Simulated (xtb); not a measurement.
**C4H12Ge (Ge(tBu)H3) at GFN0-xTB**

Aim: energy and gradient of C4H12Ge (Ge(tBu)H3). 

Program for the calculation: xtb 6.7.1.

5 further runs of the same task are left out: 5 set aside as unsound or not needed.

## Step 1: The system as given

C4H12Ge: 17 atoms, total charge 0, spin state singlet. SMILES: `[H][Ge]([H])([H])[C](C)(C)C`. The C2–C4 distance was set to 3.354 Å, away from the relaxed value. At this shape a bond of the SMILES string is far longer than usual.

Bond lengths: Ge1–C2 2.005 Å, C2–C3 1.525 Å, C2–C5 1.525 Å, C3–H6 1.090 Å, C3–H7 1.090 Å, C3–H8 1.090 Å, C4–H9 1.090 Å, C4–H10 1.090 Å, C4–H11 1.090 Å, C5–H12 1.090 Å, C5–H13 1.090 Å, C5–H14 1.090 Å, Ge1–H15 1.499 Å, Ge1–H16 1.499 Å, Ge1–H17 1.499 Å. Some angles: Ge1–C2–C3 109.2°, Ge1–C2–C5 109.2°, C3–C2–C5 109.7°, C2–Ge1–H15 112.0°, C2–Ge1–H16 112.0°, C2–Ge1–H17 111.9°, C2–C3–H6 110.7°, C2–C3–H7 110.6°, C2–C3–H8 110.7°, C2–C5–H12 110.6°.

## Step 2: Energy and forces at GFN0-xTB

The input, input.xyz:

```xyz
17
Ge(tBu)H3
Ge    -1.03291400    -1.37389200    -2.46630300
C     -1.03669400    -1.37738200    -0.46160300
C     -2.46707400    -1.20472200     0.03688700
C      0.86433000     1.14889000     0.65764000
C     -0.47442400    -2.70418200     0.03827700
H     -2.49897400    -1.21069200     1.12646700
H     -2.88305400    -0.25965200    -0.31149300
H     -3.10124400    -2.01254200    -0.32745300
H      0.48357000     2.10488000     0.29873000
H      1.89168000     1.03846000     0.31136000
H      0.87161000     1.17182000     1.74743000
H      0.54392600    -2.84891200    -0.32114300
H     -1.08403400    -3.53537200    -0.31459300
H     -0.45903400    -2.72994200     1.12783700
H      0.35627600    -1.43584200    -3.02496300
H     -1.67285400    -0.13971200    -3.02590300
H     -1.78123400    -2.54496200    -3.02770300
```

Started as:

```bash
$ xtb input.xyz --gfn 0 --grad > out.txt 2> xtb.err
```

**Question.** What will come out? Wanted: total energy; dipole moment; HOMO energy; LUMO energy; HOMO–LUMO gap; dispersion energy; largest force on an atom; mean polarisability.

Answer, from the run:

At GFN0-xTB:

| quantity | value |
| --- | --- |
| total energy | -17.09490 Eh |
| dipole moment | 14.61 D |
| HOMO energy | -10.76 eV |
| LUMO energy | -10.19 eV |
| HOMO–LUMO gap | 0.57 eV |
| dispersion energy | -11.75 kJ/mol |
| largest force on an atom | 4.167 eV/Å |
| mean polarisability (D4 model) | 90.6 bohr³ |
